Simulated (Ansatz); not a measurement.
# C3HF5O: how energies converge with the basis set

An exercise on one series of results from a longer session: the logs are not shown, and one member is left open.

Method: one geometry, several basis sets; program: Ansatz 0.2.0, Gaussian basis.

Levels to be run: PBE0-D4/def2-SVP; ωB97M-V/def2-SVP; PBE0-D4/def2-QZVPP; ωB97M-V/def2-QZVPP; the functionals' def2-TZVPP values are taken from earlier runs.

## The relaxed structure

An earlier PBE0-D4 in a triple-zeta def2 set relaxation fixed the geometry.

SMILES `O=C(C(F)F)C(F)(F)F`, 10 atoms, charge 0, spin multiplicity 1.

Atoms are counted from 1 here; the program's logs count them from 0.

Bond lengths: O1–C2 1.188 Å, C2–C3 1.537 Å, C2–C6 1.550 Å, C3–F4 1.336 Å, C3–F5 1.351 Å, C3–H10 1.097 Å, C6–F7 1.338 Å, C6–F8 1.320 Å, C6–F9 1.330 Å. Angles: O1–C2–C3 122.9°, O1–C2–C6 121.2°, C3–C2–C6 115.9°, C2–C3–F4 109.4°, C2–C3–F5 109.2°, C2–C3–H10 111.1°, F4–C3–F5 109.1°, F4–C3–H10 109.3°, F5–C3–H10 108.7°, C2–C6–F7 109.7°, C2–C6–F8 110.7°, C2–C6–F9 110.3°, F7–C6–F8 108.7°, F7–C6–F9 108.5°, F8–C6–F9 108.8°.

Coordinates:

```
O     0.3702   -1.6952   -0.7000
C     0.1417   -0.6133   -0.2654
C     0.4667    0.6792   -1.0308
F     1.3052    0.4014   -2.0333
F     1.0567    1.5582   -0.1906
C    -0.5486   -0.4289    1.1099
F    -1.4340    0.5717    1.0407
F    -1.1830   -1.5302    1.4661
F     0.3521   -0.1316    2.0420
H    -0.4437    1.1376   -1.4356
```

The first run:

The input, in.yaml:

```yaml
crystal:
  periodic: [false, false, false]
  atoms:
    - {symbol: O, position_ang: [0.370167, -1.695226, -0.699959]}
    - {symbol: C, position_ang: [0.141679, -0.613336, -0.265423]}
    - {symbol: C, position_ang: [0.466728, 0.679221, -1.030808]}
    - {symbol: F, position_ang: [1.305201, 0.401416, -2.033285]}
    - {symbol: F, position_ang: [1.056675, 1.558154, -0.190642]}
    - {symbol: C, position_ang: [-0.548647, -0.428873, 1.109913]}
    - {symbol: F, position_ang: [-1.433964, 0.571723, 1.040736]}
    - {symbol: F, position_ang: [-1.183032, -1.530235, 1.466075]}
    - {symbol: F, position_ang: [0.352069, -0.131634, 2.042013]}
    - {symbol: H, position_ang: [-0.443677, 1.137591, -1.435624]}
basis:
  gaussian: {orbitals: def2-SVP}
hamiltonian: {xc: pbe0, dispersion: d4}
output: {orbitals: {seedname: orbitals}}
```

Run with:

```bash
$ ansatz run in.yaml --threads 8 --pin off --events-out ev --progress --plain --max-ram 18278MiB
```

Among the steps run: PBE0-D4 in def2-SVP; ωB97M-V in def2-SVP; PBE0-D4 in def2-QZVPP; ωB97M-V in def2-QZVPP.

One of the session's tables, all rows but one given; the rest of the session is left out.

It belongs to the step «Functionals by basis». 

| functional | basis | HOMO (eV) | LUMO (eV) |
| --- | --- | --- | --- |
| PBE0-D4 | def2-SVP | ? | ? |
| PBE0-D4 | def2-TZVPP | -8.90 | -2.55 |
| PBE0-D4 | def2-QZVPP | -8.95 | -2.60 |
| ωB97M-V | def2-SVP | -11.13 | 0.06 |
| ωB97M-V | def2-TZVPP | -11.30 | -0.16 |
| ωB97M-V | def2-QZVPP | -11.35 | -0.24 |

**Question.** Estimate the row for PBE0-D4, def2-SVP.

**Answer.** HOMO (eV): -8.76; LUMO (eV): -2.38. In the column «HOMO (eV)» it is the highest.
